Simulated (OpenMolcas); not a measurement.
# Er³⁺ among point charges: CASSCF levels and susceptibility

How does a field of 12 point charges split the states of Er³⁺, and what χT follows?

Method: state-averaged CASSCF, spin-orbit coupling by RASSI with atomic mean-field integrals. Code: OpenMolcas 26.06.

## (1) What is computed

- Species: Er³⁺ (erbium, Z = 68, 65 electrons)
- Basis: ANO-RCC-VTZP [8s7p5d3f2g1h], 104 functions
- Scalar Hamiltonian: DKH2, point nucleus
- Inactive shells: 1s 2s 2p 3s 3p 3d 4s 4p 4d 5s 5p
- Active space: 11 electrons in 7 orbitals (4f)
- Some configurations of this space: 4f11
- Orbitals: optimised for the highest spin of each parity, averaged over all roots

Outer shells as boxes (Hund's rule):

4f11
```
4f [↑↓][↑↓][↑↓][↑↓][↑ ][↑ ][↑ ]
```

The ion sits among 12 point charges of -1 e arranged as a cuboctahedron (Oh), 2.62 Å from the ion.

Each step is its own input file, run in one work folder so that later steps find the files of earlier ones. Labels, J, g values, rates, χT and fits are worked out afterwards by a script from the matrices that RASSI stores. The input lists half of the charges; inversion (Group=XYZ) makes the rest.

## (2) One- and two-electron integrals

a.inp reads:

```
&GATEWAY
Coord
1

Er 0.0 0.0 0.0
Basis=ANO-RCC-VTZP
Group=XYZ
NoMove
AngMom=0.0 0.0 0.0
AMFI
XField
6 Angstrom 0
1.852620 1.852620 0.000000 -1.000000
1.852620 -1.852620 0.000000 -1.000000
0.000000 1.852620 1.852620 -1.000000
0.000000 1.852620 -1.852620 -1.000000
1.852620 0.000000 1.852620 -1.000000
1.852620 0.000000 -1.852620 -1.000000
&SEWARD
```

The run is started by

```
$ OMP_NUM_THREADS=1 MOLCAS_MEM=2252 MOLCAS_PROJECT=a pymolcas a.inp > a.log
```

## (3) CASSCF: quartets of odd parity, 35 roots

a.inp reads:

```
&RASSCF
FileOrb=start.orb
Symmetry=2
Spin=4
nActEl=11 0 0
Inactive=15 12
Ras2=0 7
CIRoot=35 35 1
SDav=35
CIMx=300
Iter=120 100
PrWF=0.3
OrbListing=Nothing
MaxOrb=0
>>> COPY $Project.JobIph JOB001
```

start.orb holds the contracted functions of the basis, ordered by shell, or the orbitals of the step before.

## (4) Reference wave functions, doublets of odd parity, 112 roots

a.inp reads:

```
&RASSCF
FileOrb=start.orb
Symmetry=2
Spin=2
nActEl=11 0 0
Inactive=15 12
Ras2=0 7
CIRoot=112 112 1
SDav=112
CIMx=300
Iter=120 100
PrWF=0.3
OrbListing=Nothing
MaxOrb=0
CIOnly
>>> COPY $Project.JobIph JOB002
```

## (5) RASSI: spin-orbit coupling between the states

a.inp reads:

```
&RASSI
NrOfJobIphs=2 30 56
1 2 3 4 5 6 7 8 9 10 11 12 13 14 15 16 17 18 19 20 21 22 23 24 25 26 27
28 29 30
1 2 3 4 5 6 7 8 9 10 11 12 13 14 15 16 17 18 19 20 21 22 23 24 25 26 27
28 29 30 31 32 33 34 35 36 37 38 39 40 41 42 43 44 45 46 47 48 49 50 51
52 53 54 55 56
IphNames
JOB001
JOB002
EJob
SpinOrbit
DIPRint=1.0
SOCoupling=1000.0
Subsets=2
Property=9
'ANGMOM' 1 'ANGMOM' 2 'ANGMOM' 3 'MLTPL  1' 1 'MLTPL  1' 2 'MLTPL  1' 3
'AMFI' 1 'AMFI' 2 'AMFI' 3
SOProperty=3
'ANGMOM' 1 'ANGMOM' 2 'ANGMOM' 3
```

What does the calculation give? Wanted: spin-free ground state; first state of the same spin within the active space; lowest level; next level.

The runs gave:

| quantity | value |
| --- | --- |
| method | CASSCF |
| spin-free ground state | 4A2, 1-fold in its orbital part |
| first state of the same spin within the active space | 4T2 at 24.2 cm⁻¹ |
| lowest level | 4-fold Γ8 |
| next level | 15.5 cm⁻¹ |
| χT at 300 K | 11.44 cm³ K/mol |
| effective moment at 300 K | 9.56 μB |

**Reading.** The spin-free ground state (4A2) comes to 100 % from free-ion I terms and keeps the highest spin of the shell. The doublets rest on orbitals optimised for another spin in at least one step, which raises them against the optimised states. Not all states of the active space went into the spin-orbit step. High states of lower spin are left out of the spin-orbit mixing, and CASSCF puts spin-flip levels too high. This is an electrostatic model: the charges have no orbitals.
